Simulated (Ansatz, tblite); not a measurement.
# C₁₂H₆N₄S₄: a ladder of methods and basis sets

An exercise on one series of results from a longer session: the logs are not shown, and one member is left open.

Method: as each input shows; program: Ansatz 0.2.0, Gaussian basis.

The runs, in order: GFN1-xTB, GFN2-xTB, PBE-D4/def2-TZVP, r2SCAN-D4/def2-TZVP, BLYP-D4/def2-TZVP, ωB97M-V/def2-TZVP, B97M-V/def2-TZVP, PBE-D4/def2-SVP, PBE0-D4/def2-SVP, HF/STO-3G, CCSD(T)/def2-SVP, RPA/def2-SVP.

### The geometry

The geometry is that of the singlet, from an earlier relaxation (PBE-D4/def2-SVP).

SMILES `c1csc(-c2cnc(-c3cnc(-c4cncs4)s3)s2)n1`, 26 atoms, charge 0, spin multiplicity 1.

Bond lengths: C1–C2 1.384 Å, C1–N20 1.364 Å, C1–H21 1.100 Å, C2–S3 1.729 Å, C2–H22 1.096 Å, S3–C4 1.771 Å, C4–C5 1.446 Å, C4–N20 1.320 Å, C5–C6 1.396 Å, C5–S19 1.744 Å, C6–N7 1.356 Å, C6–H23 1.099 Å, N7–C8 1.323 Å, C8–C9 1.439 Å, C8–S19 1.772 Å, C9–C10 1.396 Å, C9–S18 1.746 Å, C10–N11 1.356 Å and more. Angles: C2–C1–N20 116.2°, C2–C1–H21 124.1°, N20–C1–H21 119.7°, C1–C2–S3 109.8°, C1–C2–H22 128.9°, S3–C2–H22 121.3°, C2–S3–C4 88.9°, S3–C4–C5 122.4°, S3–C4–N20 113.9°, C5–C4–N20 123.7°, C4–C5–C6 126.8°, C4–C5–S19 124.0°, C6–C5–S19 109.2°, C5–C6–N7 116.3°, C5–C6–H23 122.5°, N7–C6–H23 121.2°, C6–N7–C8 111.6°, N7–C8–C9 124.3° and more.

PBE0-D4/def2-TZVP was run before; its log isn't repeated, and its numbers join the tables.

The first run:

Tight binding, by tblite at 300 K electronic temperature and without a spin-polarisation term:

```python
tblite.interface.Calculator('GFN1-xTB', numbers, positions, charge=0, uhf=0).singlepoint()
```

Tight binding, by tblite at 300 K electronic temperature and without a spin-polarisation term:

```python
tblite.interface.Calculator('GFN2-xTB', numbers, positions, charge=0, uhf=0).singlepoint()
```

start.molden holds the orbitals of an earlier run on this state, given as this run's starting guess.

Input file in.yaml:

```yaml
crystal:
  periodic: [false, false, false]
  atoms:
    - {symbol: C, position_ang: [6.548019, -0.673579, -0.233443]}
    - {symbol: C, position_ang: [6.728302, 0.457887, 0.543419]}
    - {symbol: S, position_ang: [5.192979, 1.138585, 0.953422]}
    - {symbol: C, position_ang: [4.410968, -0.162695, 0.041872]}
    - {symbol: C, position_ang: [2.973845, -0.268016, -0.078740]}
    - {symbol: C, position_ang: [2.262806, -1.250554, -0.770670]}
    - {symbol: N, position_ang: [0.911413, -1.144356, -0.745526]}
    - {symbol: C, position_ang: [0.518559, -0.093724, -0.044737]}
    - {symbol: C, position_ang: [-0.856970, 0.277609, 0.160289]}
    - {symbol: C, position_ang: [-1.419088, 1.343214, 0.865926]}
    - {symbol: N, position_ang: [-2.773008, 1.416527, 0.868381]}
    - {symbol: C, position_ang: [-3.306912, 0.422491, 0.173878]}
    - {symbol: C, position_ang: [-4.727048, 0.234765, -0.003584]}
    - {symbol: C, position_ang: [-5.431632, -0.746649, -0.699943]}
    - {symbol: N, position_ang: [-6.791494, -0.642004, -0.674115]}
    - {symbol: C, position_ang: [-7.157627, 0.404458, 0.029235]}
    - {symbol: S, position_ang: [-5.859490, 1.350142, 0.717065]}
    - {symbol: S, position_ang: [-2.132943, -0.686934, -0.539182]}
    - {symbol: S, position_ang: [1.849157, 0.852290, 0.644553]}
    - {symbol: N, position_ang: [5.256494, -1.014089, -0.508962]}
    - {symbol: H, position_ang: [7.370172, -1.290503, -0.625214]}
    - {symbol: H, position_ang: [7.663702, 0.915289, 0.886861]}
    - {symbol: H, position_ang: [2.759046, -2.069087, -1.310175]}
    - {symbol: H, position_ang: [-0.828831, 2.101994, 1.402151]}
    - {symbol: H, position_ang: [-4.955836, -1.573606, -1.248909]}
    - {symbol: H, position_ang: [-8.204563, 0.700537, 0.196146]}
basis:
  gaussian: {orbitals: def2-TZVP, fitting: {mean_field: def2-universal-jkfit}, initial_orbitals: start.molden}
hamiltonian: {xc: pbe, dispersion: d4}
scf: {omitted_lower_state_checks: [starts]}
output: {forces: true, orbitals: {seedname: orbitals}}
```

Run with:

```
$ ansatz run in.yaml --threads 2 --pin off --events-out ev --progress --plain --max-ram 32768MiB --backend cuda --devices 0, --max-vram 18GiB
```

Steps of the session up to this table: PBE-D4/def2-TZVP; r2SCAN-D4/def2-TZVP; BLYP-D4/def2-TZVP; ωB97M-V/def2-TZVP; B97M-V/def2-TZVP; PBE-D4/def2-SVP; PBE0-D4/def2-SVP; HF/STO-3G; CCSD(T)/def2-SVP; RPA/def2-SVP.

One of the session's tables, all rows but one given; the rest of the session is left out.

It belongs to the step «Binding energy». 

| method | binding an atom (eV) |
| --- | --- |
| HF/STO-3G | 3.575 |
| HF/def2-SVP | ? |
| PBE-D4/def2-SVP | 5.418 |
| PBE-D4/def2-TZVP | 5.350 |
| BLYP-D4/def2-TZVP | 5.104 |
| r2SCAN-D4/def2-TZVP | 5.083 |
| B97M-V/def2-TZVP | 5.062 |
| PBE0-D4/def2-SVP | 5.210 |
| PBE0-D4/def2-TZVP | 5.148 |
| ωB97M-V/def2-TZVP | 5.036 |
| MP2/def2-SVP | 4.925 |
| CCSD/def2-SVP | 4.605 |
| CCSD(T)/def2-SVP | 4.733 |

**Question.** Estimate the row for HF/def2-SVP.

As computed: binding an atom (eV): 3.333. In the column «binding an atom (eV)» it is the lowest.

To keep in mind: Free atoms were run apart at each level; binding is atoms less cluster, divided by the number of atoms, without zero-point or spin-orbit terms.
